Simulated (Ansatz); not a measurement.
# TiSi: the cost of one run

Method: DFT PBEsol, scalar-relativistic, plane waves, PAW, in Ansatz 0.2.0.

2 further runs of the same task are left out: 2 set aside as unsound or not needed. Runs told in other sessions of the task aren't counted.

## 1. The structure to begin with

The structure is orthorhombic, space group Cmmm (No. 65). The conventional cell has a = 3.606 Å, b = 4.132 Å, c = 3.793 Å, α = 90.00°, β = 90.00°, γ = 90.00°. Ti (site symmetry mmm) has 8 Si at 2.62 to 2.80 Å and 4 Ti at 2.74 Å in its first shell of neighbours. Si (site symmetry mmm) has 8 Ti at 2.62 to 2.80 Å and 4 Si at 2.74 Å in its first shell of neighbours.

Coordinates:

```cif
data_structure
_symmetry_space_group_name_H-M 'P 1'
_symmetry_Int_Tables_number 1
_cell_length_a 3.7932
_cell_length_b 2.7420
_cell_length_c 2.7420
_cell_angle_alpha 82.218
_cell_angle_beta 90.000
_cell_angle_gamma 90.000
_cell_volume 28.26
loop_
_atom_site_label
_atom_site_type_symbol
_atom_site_fract_x
_atom_site_fract_y
_atom_site_fract_z
_atom_site_occupancy
Ti1 Ti 0.00000 0.05073 0.05073 1
Si1 Si 0.50000 0.55077 0.55077 1
```

It goes back to an entry of the Materials Project, which need not be the stable form.

It is the result of an earlier relaxation at this level (volume 14.13 Å³/atom; gap on the mesh: none (metal)).

## 2. Zero of the scan

input.yaml

```yaml
crystal:
  lattice:
    - [3.7931646534, 0.0, 0.0]
    - [0.0, 1.8028455841, 2.0659937855]
    - [0.0, -1.8028455841, 2.0659937855]
  atoms:
    - { symbol: Ti, position: [0.0, 0.0507344298, 0.0507344298] }
    - { symbol: Si, position: [0.5, 0.5507655702, 0.5507655702] }
basis:
  ecutwfc: 420
kpoints:
  mp_grid: { grid: [16, 22, 22] }
hamiltonian:
  xc: pbesol
scf:
  occupations: { method: gaussian, width: 0.15 }
output:
  forces: true
  stress: true
  eigenvalues: true
```

The run is started by

```
> ansatz run input.yaml --threads 1 --pin off --max-ram 2560MiB --backend cpu --events-out ev --progress --plain --runs-dir out
```

What time and memory should one allow on 1 thread of Intel Xeon Platinum 8488C (Sapphire Rapids), shared host?

About 24 s, with a peak of 0.84 GiB.
